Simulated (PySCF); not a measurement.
# The bond of MgBe+, level by level

What are the lowest state that PBE0 finds, the bond length, vibrational wavenumber and bond energy of MgBe+, and how much do these hang on the method?

Computed with PySCF 2.14.0. Level: Mg cc-pVDZ, Be cc-pVDZ, no relativity.

## Step 1: The job

Settings of the job:

```yaml
atoms: Mg, Be
charge: 1
basis: Mg cc-pVDZ, Be cc-pVDZ
Hamiltonian: no relativity
basis_functions: 32
electrons_treated: 15
masses_in_u: 23.9850, 9.0122
levels: PBE0, PBE, r²SCAN, B2PLYP, B3LYP, B97-3, LC-ωPBE, HF, MP2, SCS-MP2, CCSD, CCSD(T)
grid: 80 radial by 434 angular points
occupations: held fixed by the projection of orbital angular momentum
dissociation_limit: Mg+ + Be, each in its ground configuration
starting_distance_in_angstrom: 2.415
values_of_2S_to_try: 1, 3
```

Started as:

```sh
$ OMP_NUM_THREADS=1 python dia.py task.json out
```

Further steps of the session: First curve: PBE0; Other states along the same grid; PBE (GGA); r²SCAN (meta-GGA); B2PLYP (double hybrid); B3LYP (global hybrid GGA); B97-3; LC-ωPBE (range-separated hybrid); ROHF (mean field); Correlated methods on the Hartree–Fock reference.

Q: Predict the outcome of this session. Wanted: for each run, Re; ωe; De; μ.

**Answer**, as computed:

Lowest PBE0 solution found, without spin–orbit coupling: ²Σ⁺ (doublet), unpaired electrons σ ↑. State 2 has its PBE0 minimum 3.25 eV higher. The other levels ran on the lowest alone.

```tsv
level	Re (Å)	ωe (cm⁻¹)	De (eV)	μ (D)
ROHF	2.803	266.0	0.62	1.98
ROHF-MP2	2.702	296.9	0.78	n/a
ROHF-SCS-MP2	2.709	293.6	0.76	n/a
ROHF-CCSD	2.684	322	0.80	n/a
ROHF-CCSD(T)	2.678	326	0.83	n/a
PBE	2.622	342	1.32	0.49
r²SCAN	2.635	345	1.27	0.42
B3LYP	2.631	330	1.17	0.56
PBE0	2.630	342	1.24	0.48
B97-3	2.637	334	1.27	0.60
LC-ωPBE	2.647	338	1.12	0.48
B2PLYP	2.647	329	1.04	0.60
```

De is counted to Mg+ + Be in their ground configurations. A positive dipole points from Mg to Be; in an ion it is taken about the centre of mass and does not tell which atom is negative. ⟨S²⟩ is off the pure value of 0.75 by over a tenth at LC-ωPBE 0.85, B2PLYP 0.83.

What this shows: The methods spread over 0.181 Å in bond length, from PBE to ROHF. CCSD(T) can't serve as the judge here: for a weak bond in this basis it is far from its limit. Of the levels with a De here, ROHF gives the least (0.62 eV) and PBE the most (1.32 eV).

Correlated steps freeze 1 core orbital. B2PLYP dipoles, levels and charges come from its SCF part alone.
